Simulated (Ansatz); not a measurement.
# CH3Cl2GaO: one species, many methods

An exercise on one series of results from a longer session: the logs are not shown, and one member is left open.

Computed with Ansatz 0.2.0, Gaussian basis. Level: functionals in def2-TZVPP, the program's frozen cores in correlated methods.

Plan: LDA (SPW92), PBE-D4, revPBE-D4, BLYP-D4, r2SCAN-D4, B97M-V, PBE0-D4, B3LYP-D4, r2SCANh-D4, r2SCAN0-D4, HSE06-D4, BHLYP-D4, CAM-B3LYP-D4, LC-ωPBE, ωB97X-V, ωB97M-V, B2PLYP, PBE-QIDH; CCSD(T)/def2-SVP; CCSD(T)/def2-TZVPP; MP2/def2-QZVPP; extrapolation to the limit; RPA on PBE.

## The relaxed structure

All runs share one geometry, relaxed beforehand with PBE0-D4 in a triple-zeta def2 set.

SMILES `C[O][Ga]([Cl])[Cl]`, 8 atoms, charge 0, spin multiplicity 1.

Atoms are counted from 1 here; the program's logs count them from 0.

Bond lengths: C1–O2 1.412 Å, C1–H6 1.094 Å, C1–H7 1.094 Å, C1–H8 1.095 Å, O2–Ga3 1.758 Å, Ga3–Cl4 2.124 Å, Ga3–Cl5 2.110 Å. Angles: O2–C1–H6 109.2°, O2–C1–H7 109.3°, O2–C1–H8 113.2°, H6–C1–H7 108.5°, H6–C1–H8 108.3°, H7–C1–H8 108.3°, C1–O2–Ga3 123.5°, O2–Ga3–Cl4 120.4°, O2–Ga3–Cl5 118.8°, Cl4–Ga3–Cl5 120.9°.

Set-up of the first run:

Contents of in.yaml:

```yaml
crystal:
  periodic: [false, false, false]
  atoms:
    - {symbol: C, position_ang: [-0.401092, -0.567243, 1.115795]}
    - {symbol: O, position_ang: [0.261091, 0.552271, 0.565265]}
    - {symbol: Ga, position_ang: [0.519808, 0.776460, -1.158703]}
    - {symbol: Cl, position_ang: [-0.169449, -0.676076, -2.546650]}
    - {symbol: Cl, position_ang: [1.525889, 2.510304, -1.817027]}
    - {symbol: H, position_ang: [0.270089, -1.073129, 1.815742]}
    - {symbol: H, position_ang: [-1.284715, -0.229713, 1.665144]}
    - {symbol: H, position_ang: [-0.721631, -1.292864, 0.360435]}
basis:
  gaussian: {orbitals: def2-TZVPP}
hamiltonian: {xc: lda}
output: {orbitals: {seedname: orbitals}}
```

The run is started by

```console
$ ansatz run in.yaml --threads 4 --pin off --events-out ev --progress --plain --max-ram 10444MiB
```

Among the steps run: LDA; PBE-D4 (GGA); revPBE-D4 (GGA); BLYP-D4 (GGA); r2SCAN-D4 (meta-GGA); B97M-V (meta-GGA); B3LYP-D4 (hybrid); r2SCANh-D4 (hybrid); r2SCAN0-D4 (hybrid); HSE06-D4 (hybrid); BHLYP-D4 (hybrid); CAM-B3LYP-D4 (range-separated); LC-ωPBE (range-separated); ωB97X-V (range-separated); ωB97M-V (range-separated); B2PLYP (double hybrid); PBE-QIDH (double hybrid).

One of the session's tables, all rows but one given; the rest of the session is left out.

It belongs to the step «Frontier levels by functional». 

```
  functional  HOMO (eV)  LUMO (eV)  gap (eV)
 LDA (SPW92)      -7.15      -2.76      4.39
      PBE-D4          ?          ?         ?
   revPBE-D4      -6.92      -2.30      4.62
     BLYP-D4      -6.89      -2.39      4.49
   r2SCAN-D4      -7.32      -2.16      5.16
      B97M-V      -7.40      -2.24      5.16
     PBE0-D4      -8.51      -1.48      7.03
    B3LYP-D4      -8.27      -1.81      6.46
  r2SCANh-D4      -7.88      -1.82      6.06
  r2SCAN0-D4      -8.74      -1.31      7.43
    HSE06-D4      -8.10      -1.85      6.25
    BHLYP-D4      -9.98      -0.55      9.44
CAM-B3LYP-D4      -9.97      -0.50      9.47
     LC-ωPBE     -11.34       0.85     12.19
     ωB97X-V     -10.99       0.66     11.65
     ωB97M-V     -10.89       0.47     11.36
```

Estimate the missing values for PBE-D4.

As computed: HOMO (eV): -6.99; LUMO (eV): -2.44; gap (eV): 4.55. In the column «HOMO (eV)» it lies between LDA (SPW92) (-7.15) and revPBE-D4 (-6.92).
